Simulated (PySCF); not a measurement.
# C4H6F3O2P: the cost of one run

Programs: PySCF 2.14.0, with routines of our own; each step states its level. All values are computed. Atoms count from 0.

## (1) The starting structure

16 atoms, charge 0, multiplicity 1; geometry from: GFN2-xTB.

## (2) Magnetic properties: GIAO B3LYP/pcSseg-1

The job: settings as JSON, then the geometry in Å.

```
{"job": {"kind": "mag", "xc": "B3LYP", "basis": "pcSseg-1", "isotopologues": 0}, "charge": 0, "multiplicity": 1}
O     -1.520374    -1.962850    -0.177743
P     -0.897036    -0.656998     0.008478
O     -1.080415    -0.066228     1.481293
C      0.845361    -0.427985    -0.402651
C      1.572711     0.745221     0.184956
C      1.852630    -0.625700     0.695331
C     -1.765234     0.677430    -1.017549
F     -1.584840     0.476195    -2.325723
F     -1.342362     1.918607    -0.753111
F     -3.078926     0.648936    -0.774884
H     -1.694340    -0.616438     1.976253
H      1.091345    -0.763254    -1.401907
H      1.011369     1.417567     0.815547
H      2.311174     1.233267    -0.432246
H      2.786958    -1.099860     0.436873
H      1.484379    -0.888965     1.675671
```

Level: GIAO B3LYP/pcSseg-1 magnetisability, rotational g tensor and spin-rotation constants, non-relativistic, gas phase.

The run is started by

```sh
> OMP_NUM_THREADS=1 python excited_run.py task.json out
```

The driver reads the jobs from task.json and runs them one after another.

Q: Estimate the wall time and peak memory of this first job on 1 thread of Arm Neoverse V2, shared host.

About 52 s, with a peak of 0.94 GiB.
